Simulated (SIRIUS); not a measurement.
# GaGe3 (Fm-3m) in SIRIUS: reference runs, part 2 of 5

SIRIUS 7.12.0. Earlier steps stand in the parts before.

## (3) Equation of state, PBEsol, 18.26 Å³/atom (volume scaled by 0.94)

Contents of sirius.json:

```json
{
  "control": {
    "processing_unit": "cpu",
    "std_evp_solver_name": "lapack",
    "gen_evp_solver_name": "lapack",
    "verbosity": 2,
    "print_forces": false,
    "ortho_rf": true,
    "use_second_variation": true,
    "rmt_max": 3.0,
    "num_bands_to_print": 24,
    "save_wf": true
  },
  "parameters": {
    "electronic_structure_method": "full_potential_lapwlo",
    "xc_functionals": ["XC_GGA_X_PBE_SOL", "XC_GGA_C_PBE_SOL"],
    "core_relativity": "dirac",
    "valence_relativity": "iora",
    "num_fv_states": 53,
    "smearing": "fermi_dirac",
    "smearing_width": 0.0018374661,
    "pw_cutoff": 20,
    "gk_cutoff": 3.5,
    "lmax_apw": 10,
    "lmax_rho": 8,
    "lmax_pot": 8,
    "num_mag_dims": 0,
    "auto_rmt": 0,
    "ngridk": [7, 7, 7],
    "shiftk": [0, 0, 0],
    "num_dft_iter": 80,
    "energy_tol": 1e-07,
    "density_tol": 1e-05,
    "use_symmetry": true
  },
  "settings": {"tol_ne": 1e-10},
  "iterative_solver": {"type": "exact"},
  "mixer": {"type": "anderson", "beta": 0.5, "max_history": 8},
  "unit_cell": {
    "lattice_vectors": [[0.0, 6.2701523662, 6.2701523662], [6.2701523662, 0.0, 6.2701523662], [6.2701523662, 6.2701523662, 0.0]],
    "atom_types": ["Ga", "Ge"],
    "atom_files": {"Ga": "Ga.json", "Ge": "Ge.json"},
    "atoms": {"Ga": [[0.0, 0.0, 0.0]], "Ge": [[0.5, 0.5, 0.5], [0.75, 0.75, 0.75], [0.25, 0.25, 0.25]]}
  }
}
```

Contents of Ga.json:

```json
{
  "name": "gallium",
  "symbol": "Ga",
  "number": 31,
  "mass": 69.723,
  "rmin": 1e-06,
  "rmt": 2.4,
  "nrmt": 800,
  "rinf": 19.67,
  "core": "1s2s2p",
  "valence": [
    {"basis": [{"enu": 0.05, "dme": 0, "n": 0, "auto": 0}, {"enu": 0.05, "dme": 1, "n": 0, "auto": 0}]},
    {"l": 0, "n": 1, "basis": [{"enu": 0.0821, "dme": 0, "n": 0, "auto": 0}]},
    {"l": 1, "n": 2, "basis": [{"enu": 0.15, "dme": 0, "n": 0, "auto": 0}]},
    {"l": 2, "n": 3, "basis": [{"enu": 0.15, "dme": 0, "n": 0, "auto": 0}]},
    {"l": 3, "n": 4, "basis": [{"enu": 0.15, "dme": 0, "n": 0, "auto": 0}]}
  ],
  "lo": [
    {
      "l": 0,
      "basis": [{"enu": 0.0821, "dme": 0, "n": 0, "auto": 0}, {"enu": 0.0821, "dme": 1, "n": 0, "auto": 0}]
    },
    {
      "l": 0,
      "basis": [{"enu": -5.1543, "dme": 0, "n": 3, "auto": 1}, {"enu": -5.1543, "dme": 1, "n": 3, "auto": 1}]
    },
    {
      "l": 0,
      "basis": [{"enu": -5.1543, "dme": 1, "n": 3, "auto": 1}, {"enu": 0.0821, "dme": 0, "n": 0, "auto": 0}]
    },
    {
      "l": 0,
      "basis": [{"enu": 0.0821, "dme": 0, "n": 0, "auto": 0}, {"enu": 2.8598, "dme": 0, "n": 0, "auto": 0}]
    },
    {"l": 1, "basis": [{"enu": 0.15, "dme": 0, "n": 0, "auto": 0}, {"enu": 0.15, "dme": 1, "n": 0, "auto": 0}]},
    {
      "l": 1,
      "basis": [{"enu": -3.3708, "dme": 0, "n": 3, "auto": 1}, {"enu": -3.3708, "dme": 1, "n": 3, "auto": 1}]
    },
    {
      "l": 1,
      "basis": [{"enu": -3.3708, "dme": 1, "n": 3, "auto": 1}, {"enu": 0.15, "dme": 0, "n": 0, "auto": 0}]
    },
    {"l": 1, "basis": [{"enu": 0.15, "dme": 0, "n": 0, "auto": 0}, {"enu": 3.3444, "dme": 0, "n": 0, "auto": 0}]},
    {"l": 2, "basis": [{"enu": 0.15, "dme": 0, "n": 0, "auto": 0}, {"enu": 0.15, "dme": 1, "n": 0, "auto": 0}]},
    {
      "l": 2,
      "basis": [{"enu": -0.4641, "dme": 0, "n": 3, "auto": 1}, {"enu": -0.4641, "dme": 1, "n": 3, "auto": 1}]
    },
    {
      "l": 2,
      "basis": [{"enu": -0.4641, "dme": 1, "n": 3, "auto": 1}, {"enu": 0.15, "dme": 0, "n": 0, "auto": 0}]
    },
    {"l": 2, "basis": [{"enu": 0.15, "dme": 0, "n": 0, "auto": 0}, {"enu": 3.7611, "dme": 0, "n": 0, "auto": 0}]},
    {"l": 3, "basis": [{"enu": 0.15, "dme": 0, "n": 0, "auto": 0}, {"enu": 0.15, "dme": 1, "n": 0, "auto": 0}]},
    {"l": 3, "basis": [{"enu": 0.15, "dme": 0, "n": 0, "auto": 0}, {"enu": 3.1708, "dme": 0, "n": 0, "auto": 0}]}
  ],
  "free_atom": [... radial grid and density of the free atom, the start of the SCF ...]
}
```

Contents of Ge.json:

```json
{
  "name": "germanium",
  "symbol": "Ge",
  "number": 32,
  "mass": 72.64,
  "rmin": 1e-06,
  "rmt": 2.4,
  "nrmt": 800,
  "rinf": 16.93,
  "core": "1s2s2p",
  "valence": [
    {"basis": [{"enu": 0.05, "dme": 0, "n": 0, "auto": 0}, {"enu": 0.05, "dme": 1, "n": 0, "auto": 0}]},
    {"l": 0, "n": 1, "basis": [{"enu": 0.0553, "dme": 0, "n": 0, "auto": 0}]},
    {"l": 1, "n": 2, "basis": [{"enu": 0.15, "dme": 0, "n": 0, "auto": 0}]},
    {"l": 2, "n": 3, "basis": [{"enu": 0.15, "dme": 0, "n": 0, "auto": 0}]},
    {"l": 3, "n": 4, "basis": [{"enu": 0.15, "dme": 0, "n": 0, "auto": 0}]}
  ],
  "lo": [
    {
      "l": 0,
      "basis": [{"enu": 0.0553, "dme": 0, "n": 0, "auto": 0}, {"enu": 0.0553, "dme": 1, "n": 0, "auto": 0}]
    },
    {
      "l": 0,
      "basis": [{"enu": 0.0553, "dme": 1, "n": 0, "auto": 0}, {"enu": 0.0553, "dme": 2, "n": 0, "auto": 0}]
    },
    {
      "l": 0,
      "basis": [{"enu": -5.8505, "dme": 0, "n": 3, "auto": 1}, {"enu": -5.8505, "dme": 1, "n": 3, "auto": 1}]
    },
    {
      "l": 0,
      "basis": [{"enu": 0.0553, "dme": 0, "n": 0, "auto": 0}, {"enu": 2.1386, "dme": 0, "n": 0, "auto": 0}]
    },
    {"l": 1, "basis": [{"enu": 0.15, "dme": 0, "n": 0, "auto": 0}, {"enu": 0.15, "dme": 1, "n": 0, "auto": 0}]},
    {
      "l": 1,
      "basis": [{"enu": -3.9366, "dme": 0, "n": 3, "auto": 1}, {"enu": -3.9366, "dme": 1, "n": 3, "auto": 1}]
    },
    {
      "l": 1,
      "basis": [{"enu": -3.9366, "dme": 1, "n": 3, "auto": 1}, {"enu": 0.15, "dme": 0, "n": 0, "auto": 0}]
    },
    {"l": 1, "basis": [{"enu": 0.15, "dme": 0, "n": 0, "auto": 0}, {"enu": 3.3444, "dme": 0, "n": 0, "auto": 0}]},
    {"l": 2, "basis": [{"enu": 0.15, "dme": 0, "n": 0, "auto": 0}, {"enu": 0.15, "dme": 1, "n": 0, "auto": 0}]},
    {
      "l": 2,
      "basis": [{"enu": -0.7892, "dme": 0, "n": 3, "auto": 1}, {"enu": -0.7892, "dme": 1, "n": 3, "auto": 1}]
    },
    {
      "l": 2,
      "basis": [{"enu": -0.7892, "dme": 1, "n": 3, "auto": 1}, {"enu": 0.15, "dme": 0, "n": 0, "auto": 0}]
    },
    {"l": 2, "basis": [{"enu": 0.15, "dme": 0, "n": 0, "auto": 0}, {"enu": 3.7611, "dme": 0, "n": 0, "auto": 0}]},
    {"l": 3, "basis": [{"enu": 0.15, "dme": 0, "n": 0, "auto": 0}, {"enu": 0.15, "dme": 1, "n": 0, "auto": 0}]},
    {"l": 3, "basis": [{"enu": 0.15, "dme": 0, "n": 0, "auto": 0}, {"enu": 3.1708, "dme": 0, "n": 0, "auto": 0}]}
  ],
  "free_atom": [... radial grid and density of the free atom, the start of the SCF ...]
}
```

Contents of sirius_start.json:

```json
{
  "control": {
    "processing_unit": "cpu",
    "std_evp_solver_name": "lapack",
    "gen_evp_solver_name": "lapack",
    "verbosity": 1,
    "print_forces": false,
    "ortho_rf": true,
    "use_second_variation": true,
    "rmt_max": 3.0,
    "num_bands_to_print": 24,
    "save_wf": false
  },
  "parameters": {
    "electronic_structure_method": "full_potential_lapwlo",
    "xc_functionals": ["XC_LDA_X", "XC_LDA_C_PW"],
    "core_relativity": "dirac",
    "valence_relativity": "iora",
    "num_fv_states": 53,
    "smearing": "fermi_dirac",
    "smearing_width": 0.0055123983,
    "pw_cutoff": 20,
    "gk_cutoff": 2.8,
    "lmax_apw": 10,
    "lmax_rho": 8,
    "lmax_pot": 8,
    "num_mag_dims": 0,
    "auto_rmt": 0,
    "ngridk": [3, 3, 3],
    "shiftk": [0, 0, 0],
    "num_dft_iter": 30,
    "energy_tol": 0.01,
    "density_tol": 0.05,
    "use_symmetry": true
  },
  "settings": {"tol_ne": 1e-10},
  "iterative_solver": {"type": "exact"},
  "mixer": {"type": "anderson", "beta": 0.5, "max_history": 8},
  "unit_cell": {
    "lattice_vectors": [[0.0, 6.2701523662, 6.2701523662], [6.2701523662, 0.0, 6.2701523662], [6.2701523662, 6.2701523662, 0.0]],
    "atom_types": ["Ga", "Ge"],
    "atom_files": {"Ga": "Ga.json", "Ge": "Ge.json"},
    "atoms": {"Ga": [[0.0, 0.0, 0.0]], "Ge": [[0.5, 0.5, 0.5], [0.75, 0.75, 0.75], [0.25, 0.25, 0.25]]}
  }
}
```

Potentials or basis: all-electron FP-LAPW, apw+lo standard.

Command:

```console
OMP_NUM_THREADS=1 sirius.scf --input=sirius_start.json --output=start.json
OMP_NUM_THREADS=1 sirius.scf --input=sirius.json --output=output.json --task=1
```

It took 2.3 min on 1 thread of Arm Neoverse V1, shared host; peak memory 0.63 GiB.

It converged, with:

| Item | Value |
| --- | --- |
| Free energy | -224094.0243 eV |
| Band gap on the k mesh | none (metal or under the smearing width) |
| All electrons inside the program's atomic spheres | Ge 30.41, 30.40; Ga 29.60 (radii Ga 2.4, Ge 2.4 bohr) |

## (4) Equation of state, PBEsol, 18.65 Å³/atom (volume scaled by 0.96)

Changes to sirius.json since step 3:

```diff
@@ -39,3 +39,3 @@
   "unit_cell": {
-    "lattice_vectors": [[0.0, 6.2701523662, 6.2701523662], [6.2701523662, 0.0, 6.2701523662], [6.2701523662, 6.2701523662, 0.0]],
+    "lattice_vectors": [[0.0, 6.3143098237, 6.3143098237], [6.3143098237, 0.0, 6.3143098237], [6.3143098237, 6.3143098237, 0.0]],
     "atom_types": ["Ga", "Ge"],
```

Ga.json is that of step 3.

Ge.json is that of step 3.

Changes to sirius_start.json since step 3:

```diff
@@ -39,3 +39,3 @@
   "unit_cell": {
-    "lattice_vectors": [[0.0, 6.2701523662, 6.2701523662], [6.2701523662, 0.0, 6.2701523662], [6.2701523662, 6.2701523662, 0.0]],
+    "lattice_vectors": [[0.0, 6.3143098237, 6.3143098237], [6.3143098237, 0.0, 6.3143098237], [6.3143098237, 6.3143098237, 0.0]],
     "atom_types": ["Ga", "Ge"],
```

Command:

```console
OMP_NUM_THREADS=1 sirius.scf --input=sirius_start.json --output=start.json
OMP_NUM_THREADS=1 sirius.scf --input=sirius.json --output=output.json --task=1
```

Wall time 2.4 min (1 thread of Arm Neoverse V1, shared host); peak memory 0.63 GiB.

Results (log left out):

```
Free energy                                       : -224094.0167 eV
Band gap on the k mesh                            : none (metal or under the smearing width)
All electrons inside the program's atomic spheres : Ge 30.39, 30.38; Ga 29.58 (radii Ga 2.4, Ge 2.4 bohr)
```

## (5) Equation of state, PBEsol, 19.04 Å³/atom (volume scaled by 0.98)

Changes to sirius.json since step 4:

```diff
@@ -39,3 +39,3 @@
   "unit_cell": {
-    "lattice_vectors": [[0.0, 6.3143098237, 6.3143098237], [6.3143098237, 0.0, 6.3143098237], [6.3143098237, 6.3143098237, 0.0]],
+    "lattice_vectors": [[0.0, 6.3578581641, 6.3578581641], [6.3578581641, 0.0, 6.3578581641], [6.3578581641, 6.3578581641, 0.0]],
     "atom_types": ["Ga", "Ge"],
```

Contents of Ga.json:

```json
{
  "name": "gallium",
  "symbol": "Ga",
  "number": 31,
  "mass": 69.723,
  "rmin": 1e-06,
  "rmt": 2.4,
  "nrmt": 800,
  "rinf": 19.67,
  "core": "1s2s2p",
  "valence": [
    {"basis": [{"enu": 0.04, "dme": 0, "n": 0, "auto": 0}, {"enu": 0.04, "dme": 1, "n": 0, "auto": 0}]},
    {"l": 0, "n": 1, "basis": [{"enu": 0.0721, "dme": 0, "n": 0, "auto": 0}]},
    {"l": 1, "n": 2, "basis": [{"enu": 0.14, "dme": 0, "n": 0, "auto": 0}]},
    {"l": 2, "n": 3, "basis": [{"enu": 0.14, "dme": 0, "n": 0, "auto": 0}]},
    {"l": 3, "n": 4, "basis": [{"enu": 0.14, "dme": 0, "n": 0, "auto": 0}]}
  ],
  "lo": [
    {
      "l": 0,
      "basis": [{"enu": 0.0721, "dme": 0, "n": 0, "auto": 0}, {"enu": 0.0721, "dme": 1, "n": 0, "auto": 0}]
    },
    {
      "l": 0,
      "basis": [{"enu": -5.1643, "dme": 0, "n": 3, "auto": 1}, {"enu": -5.1643, "dme": 1, "n": 3, "auto": 1}]
    },
    {
      "l": 0,
      "basis": [{"enu": -5.1643, "dme": 1, "n": 3, "auto": 1}, {"enu": 0.0721, "dme": 0, "n": 0, "auto": 0}]
    },
    {
      "l": 0,
      "basis": [{"enu": 0.0721, "dme": 0, "n": 0, "auto": 0}, {"enu": 2.8498, "dme": 0, "n": 0, "auto": 0}]
    },
    {"l": 1, "basis": [{"enu": 0.14, "dme": 0, "n": 0, "auto": 0}, {"enu": 0.14, "dme": 1, "n": 0, "auto": 0}]},
    {
      "l": 1,
      "basis": [{"enu": -3.3808, "dme": 0, "n": 3, "auto": 1}, {"enu": -3.3808, "dme": 1, "n": 3, "auto": 1}]
    },
    {
      "l": 1,
      "basis": [{"enu": -3.3808, "dme": 1, "n": 3, "auto": 1}, {"enu": 0.14, "dme": 0, "n": 0, "auto": 0}]
    },
    {"l": 1, "basis": [{"enu": 0.14, "dme": 0, "n": 0, "auto": 0}, {"enu": 3.3344, "dme": 0, "n": 0, "auto": 0}]},
    {"l": 2, "basis": [{"enu": 0.14, "dme": 0, "n": 0, "auto": 0}, {"enu": 0.14, "dme": 1, "n": 0, "auto": 0}]},
    {
      "l": 2,
      "basis": [{"enu": -0.4741, "dme": 0, "n": 3, "auto": 1}, {"enu": -0.4741, "dme": 1, "n": 3, "auto": 1}]
    },
    {
      "l": 2,
      "basis": [{"enu": -0.4741, "dme": 1, "n": 3, "auto": 1}, {"enu": 0.14, "dme": 0, "n": 0, "auto": 0}]
    },
    {"l": 2, "basis": [{"enu": 0.14, "dme": 0, "n": 0, "auto": 0}, {"enu": 3.7511, "dme": 0, "n": 0, "auto": 0}]},
    {"l": 3, "basis": [{"enu": 0.14, "dme": 0, "n": 0, "auto": 0}, {"enu": 0.14, "dme": 1, "n": 0, "auto": 0}]},
    {"l": 3, "basis": [{"enu": 0.14, "dme": 0, "n": 0, "auto": 0}, {"enu": 3.1608, "dme": 0, "n": 0, "auto": 0}]}
  ],
  "free_atom": [... radial grid and density of the free atom, the start of the SCF ...]
}
```

Contents of Ge.json:

```json
{
  "name": "germanium",
  "symbol": "Ge",
  "number": 32,
  "mass": 72.64,
  "rmin": 1e-06,
  "rmt": 2.4,
  "nrmt": 800,
  "rinf": 16.93,
  "core": "1s2s2p",
  "valence": [
    {"basis": [{"enu": 0.04, "dme": 0, "n": 0, "auto": 0}, {"enu": 0.04, "dme": 1, "n": 0, "auto": 0}]},
    {"l": 0, "n": 1, "basis": [{"enu": 0.0453, "dme": 0, "n": 0, "auto": 0}]},
    {"l": 1, "n": 2, "basis": [{"enu": 0.14, "dme": 0, "n": 0, "auto": 0}]},
    {"l": 2, "n": 3, "basis": [{"enu": 0.14, "dme": 0, "n": 0, "auto": 0}]},
    {"l": 3, "n": 4, "basis": [{"enu": 0.14, "dme": 0, "n": 0, "auto": 0}]}
  ],
  "lo": [
    {
      "l": 0,
      "basis": [{"enu": 0.0453, "dme": 0, "n": 0, "auto": 0}, {"enu": 0.0453, "dme": 1, "n": 0, "auto": 0}]
    },
    {
      "l": 0,
      "basis": [{"enu": 0.0453, "dme": 1, "n": 0, "auto": 0}, {"enu": 0.0453, "dme": 2, "n": 0, "auto": 0}]
    },
    {
      "l": 0,
      "basis": [{"enu": -5.8605, "dme": 0, "n": 3, "auto": 1}, {"enu": -5.8605, "dme": 1, "n": 3, "auto": 1}]
    },
    {
      "l": 0,
      "basis": [{"enu": 0.0453, "dme": 0, "n": 0, "auto": 0}, {"enu": 2.1286, "dme": 0, "n": 0, "auto": 0}]
    },
    {"l": 1, "basis": [{"enu": 0.14, "dme": 0, "n": 0, "auto": 0}, {"enu": 0.14, "dme": 1, "n": 0, "auto": 0}]},
    {
      "l": 1,
      "basis": [{"enu": -3.9466, "dme": 0, "n": 3, "auto": 1}, {"enu": -3.9466, "dme": 1, "n": 3, "auto": 1}]
    },
    {
      "l": 1,
      "basis": [{"enu": -3.9466, "dme": 1, "n": 3, "auto": 1}, {"enu": 0.14, "dme": 0, "n": 0, "auto": 0}]
    },
    {"l": 1, "basis": [{"enu": 0.14, "dme": 0, "n": 0, "auto": 0}, {"enu": 3.3344, "dme": 0, "n": 0, "auto": 0}]},
    {"l": 2, "basis": [{"enu": 0.14, "dme": 0, "n": 0, "auto": 0}, {"enu": 0.14, "dme": 1, "n": 0, "auto": 0}]},
    {
      "l": 2,
      "basis": [{"enu": -0.7992, "dme": 0, "n": 3, "auto": 1}, {"enu": -0.7992, "dme": 1, "n": 3, "auto": 1}]
    },
    {
      "l": 2,
      "basis": [{"enu": -0.7992, "dme": 1, "n": 3, "auto": 1}, {"enu": 0.14, "dme": 0, "n": 0, "auto": 0}]
    },
    {"l": 2, "basis": [{"enu": 0.14, "dme": 0, "n": 0, "auto": 0}, {"enu": 3.7511, "dme": 0, "n": 0, "auto": 0}]},
    {"l": 3, "basis": [{"enu": 0.14, "dme": 0, "n": 0, "auto": 0}, {"enu": 0.14, "dme": 1, "n": 0, "auto": 0}]},
    {"l": 3, "basis": [{"enu": 0.14, "dme": 0, "n": 0, "auto": 0}, {"enu": 3.1608, "dme": 0, "n": 0, "auto": 0}]}
  ],
  "free_atom": [... radial grid and density of the free atom, the start of the SCF ...]
}
```

Changes to sirius_start.json since step 4:

```diff
@@ -39,3 +39,3 @@
   "unit_cell": {
-    "lattice_vectors": [[0.0, 6.3143098237, 6.3143098237], [6.3143098237, 0.0, 6.3143098237], [6.3143098237, 6.3143098237, 0.0]],
+    "lattice_vectors": [[0.0, 6.3578581641, 6.3578581641], [6.3578581641, 0.0, 6.3578581641], [6.3578581641, 6.3578581641, 0.0]],
     "atom_types": ["Ga", "Ge"],
```

Command:

```console
OMP_NUM_THREADS=1 sirius.scf --input=sirius_start.json --output=start.json
OMP_NUM_THREADS=1 sirius.scf --input=sirius.json --output=output.json --task=1
```

Run time: 2.4 min. Hardware: 1 thread of Arm Neoverse V1, shared host; peak memory 0.64 GiB.

Results (log left out):

* Free energy: -224093.9957 eV
* Band gap on the k mesh: none (metal or under the smearing width)
* All electrons inside the program's atomic spheres: Ge 30.37; Ga 29.57 (radii Ga 2.4, Ge 2.4 bohr)

(Part 2 of 5 ends here.)
